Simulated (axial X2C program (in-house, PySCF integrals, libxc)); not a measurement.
# All-electron X2C curves of GeF⁺

What are the state, bond length, wavenumber and bond energy of GeF⁺, and what does spin–orbit coupling change?

Program: an in-house X2C program for linear molecules on PySCF integrals. Level of theory: all-electron X2C, Ge dyall-cv3z, F dyall-av3z. These are calculated values, not measurements.

**1. The job**

The input, task.json:

```json
{
 "zs": [
  32,
  9
 ],
 "q": 1,
 "bas": [
  "dyall-cv3z",
  "dyall-av3z"
 ],
 "levels": [
  "PBE0",
  "HF",
  "M06"
 ],
 "cc": true,
 "r0": 1.85,
 "thr": -1.0,
 "nmax": 90,
 "npts": 10,
 "nst": 2,
 "ntry": 6
}
```

Keys: zs atomic numbers; q charge; bas basis sets; levels methods (HF also brings MP2); cc coupled cluster on or off; r0 starting distance in Å; thr threshold in hartree for freezing inner shells (an s shell follows its p shell); nmax most natural virtual spinors; npts points asked for on the curve; nst determinants followed; ntry starts of the search.

Run with:

```console
$ python so2c.py task.json out
```

Spin-free means the one-electron spin-free X2C Hamiltonian; two-component (2c) means X2C with spin–orbit coupling and atomic mean-field two-electron Coulomb and Gaunt terms. Basis: Ge dyall-cv3z contracted to [9s9p7d4f1g], F dyall-av3z contracted to [7s6p3d2f]; Gaussian nuclei, density fitting. Masses: Ge 73.921 u, F 18.998 u.

Notation: σ, π±, δ± give the projection m of an orbital's angular momentum (0, ±1, ±2), α and β its spin, Λ and M_S the sums; ω is the projection of a spinor's total angular momentum and Ω the sum. Logs are in hartree.

After this run come: PBE0, spin-free; HF, spin-free; M06, spin-free; Correlated methods, spin-free; PBE0, 2c; HF, 2c; M06, 2c; MP2 and beyond, 2c.

Before running it: what results should come out? Wanted: for each run, Hamiltonian; Re; ωe; De; μ.

The runs gave:

Lowest determinant found, spin-free: M_S = 0, Λ = 0 (closed shell).

Lowest determinant found, 2c: Ω = 0 (closed shell).

| Hamiltonian | level | Re (Å) | ωe (cm⁻¹) | De (eV) | μ (D) |
| --- | --- | --- | --- | --- | --- |
| spin-free | PBE0 | 1.672 | 805 | 5.64 | -2.78 |
| spin-free | HF | 1.647 | 863 | 3.70 | -2.96 |
| spin-free | MP2 | 1.678 | 805 | 6.03 | n/a |
| spin-free | CCSD | 1.670 | 821 | 5.51 | n/a |
| spin-free | CCSD(T) | 1.677 | 805 | 5.69 | n/a |
| spin-free | M06 | 1.675 | 798 | 5.77 | -3.01 |
| 2c | PBE0 | 1.672 | 805 | 5.61 | -2.78 |
| 2c | HF | 1.647 | 863 | 3.53 | -2.97 |
| 2c | MP2 | 1.679 | 804 | 5.90 | n/a |
| 2c | CCSD | 1.671 | 820 | 5.38 | n/a |
| 2c | CCSD(T) | 1.677 | 805 | 5.55 | n/a |
| 2c | M06 | 1.675 | 798 | 5.54 | -3.01 |

Dipoles are positive if F is the positive end and refer to the centre of mass.

**Reading.** At CCSD(T), going from spin-free to two-component changes Re by 0 mÅ, ωe by 0.0 % and De by -0.14 eV; at least one of these shifts is too large to ignore. The bond energy falls because the coupling lowers the separated atoms more than the molecule.

De refers to Ge+ + F. Each curve is one determinant whose occupation by symmetry is held fixed; it was picked as the lowest of a PBE0 search that is not exhaustive. Closed shells are restricted here (equal orbitals for both partners); the stretched side of such a curve lies too high. Dissociation energies refer to the lowest single-determinant-based atoms at the same level and basis. Coupled cluster ran in a truncated set of natural virtual spinors; the MP2 energy of the rest was added. The meta-GGAs lack a current-density term, which matters for open shells with orbital currents, atoms included. With the outer-core shells frozen, correlated bond lengths of heavy atoms tend to come out a few hundredths of an ångström too long.
